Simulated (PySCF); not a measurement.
# From one method to the next for InGa (triplet)

What do other methods print for InGa (triplet)?

Method: each script names its method and basis; program: PySCF 2.14.0.

2 further runs of the same task are left out: 2 for a known fault of the program.

## (1) The system as given

InGa (triplet): 2 atoms, charge 0, spin multiplicity 3.

Bond lengths: In1–Ga2 2.465 Å.

## (2) Base script

The input, input.py:

```python
from pyscf import gto, scf

mol = gto.M(
    atom='In 0 0 0; Ga 0 0 2.465',
    basis='sbkjc',
    ecp={'In': 'sbkjc', 'Ga': 'sbkjc'},
    charge=0,
    spin=2,
    verbose=4,
)
mf = scf.UHF(mol)
mf.kernel()
mf.stability(internal=True, external=True)
mf.dip_moment()
print('orbital energies (hartree):', [e[max(0, n-3):n+3].round(4) for e, n in zip(mf.mo_energy, mol.nelec)])
```

On the command line:

```console
OMP_NUM_THREADS=1 python input.py
```

## (3) R2scan (UKS)

Variant 1 changes functional: none (Hartree–Fock) → r2scan; SCF type: UHF → UKS; step after the SCF: stability → analyze.

input.py: that of step 2 with these lines changed.

```diff
@@ -1,2 +1,2 @@
-from pyscf import gto, scf
+from pyscf import gto, dft
 
@@ -10,5 +10,5 @@
 )
-mf = scf.UHF(mol)
+mf = dft.UKS(mol, xc='r2scan')
 mf.kernel()
-mf.stability(internal=True, external=True)
+mf.mulliken_pop()
 mf.dip_moment()
```

## (4) Gradient

Variant 2 changes step after the SCF: stability → gradient.

input.py: that of step 2 with these lines changed.

```diff
@@ -12,3 +12,3 @@
 mf.kernel()
-mf.stability(internal=True, external=True)
+mf.nuc_grad_method().kernel()
 mf.dip_moment()
```

Before running it: what results should come out? Wanted: for each run, E(SCF); from base; gap, α spin; SCF dipole; after the SCF.

As calculated:

```csv
run,E(SCF) (hartree),from base (eV),cycles,"gap, α spin (eV)",SCF dipole (D),after the SCF
base,-445.377445,0,25,6.14,0.86,"unstable: internal, UHF/UKS -> GHF/GKS"
r2scan (UKS),-447.384814,not comparable,17,0.69,0.63,n/a
gradient,-445.377445,0.0000,25,6.14,0.86,n/a
```

A lower total energy from another functional means nothing by itself.
